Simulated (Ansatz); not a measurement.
# PbO: a single-point run

Aim: a sound single-point run of PbO. The structure is shown as the input types it.

The COD entry's cell or inner coordinates are ideal or old and differ from later refinements, so a difference from it is no clean test against experiment.

Computed with Ansatz 0.2.0 (density functional or hybrid calculation with the settings of its input, plane waves (as first typed), unless a step's input says otherwise).

3 further runs of the same task are left out: 3 that didn't finish.

## 1. Starting point

It takes space group P4/nmm (No. 129, tetragonal). Conventional cell: a = 3.980 Å, b = 3.980 Å, c = 5.001 Å, α = 90.00°, β = 90.00°, γ = 90.00°. Around Pb (site symmetry 4mm) lie 4 O at 2.32 Å. Around O (site symmetry -4m2) lie 4 Pb at 2.32 Å.

The input asks for a charge of -0.05 e on the cell.

Structure file:

```xyz
4
Lattice="3.9804 0.0000 0.0000 0.0000 3.9804 0.0000 0.0000 0.0000 5.0009" Properties=species:S:1:pos:R:3 pbc="T T T"
Pb    0.0000    1.9902    1.1834
Pb    1.9902    0.0000    3.8175
O     0.0000    0.0000    0.0000
O     1.9902    1.9902    0.0000
```

## 2. Running it

input.yaml

```yaml
crystal:
  lattice:
    - [3.9804038992, 0.0, 0.0]
    - [0.0, 3.9804038992, 0.0]
    - [0.0, 0.0, 5.0009130541]
  atoms:
    - { symbol: Pb, position: [0.0, 0.5, 0.2366325577] }
    - { symbol: Pb, position: [0.5, 0.0, 0.7633674423] }
    - { symbol: O, position: [0.0, 0.0, 0.0] }
    - { symbol: O, position: [0.5, 0.5, 0.0] }
kpoints:
  mp_grid: { grid: [4, 4, 2] }
hamiltonian:
  xc: hse06
scf:
  occupations: { method: fixed }
  n_extra_bands: 5
  max_iter: 81
output:
  forces: true
  stress: true
  eigenvalues: true
total_charge: -0.05
```

On the command line:

```console
> ansatz run input.yaml --threads 4 --pin off --max-ram 3686MiB --backend cpu --events-out ev --progress --plain --runs-dir out
```

**Question.** How will this run end, and is anything wrong with its input?

Nothing was computed: the input was turned down at the start. It says: «inconsistent input (total_charge, scf.occupations.method): -0.05 gives a fractional electron count (40.050) which fixed/explicit occupations and the σ = 0 step fill (a smearing width below the step floor) cannot realise ...»

The typed charge leaves an electron count that fixed occupations can't fill in whole bands.

Remedy: remove the charge, or use smearing if the charged cell is meant.
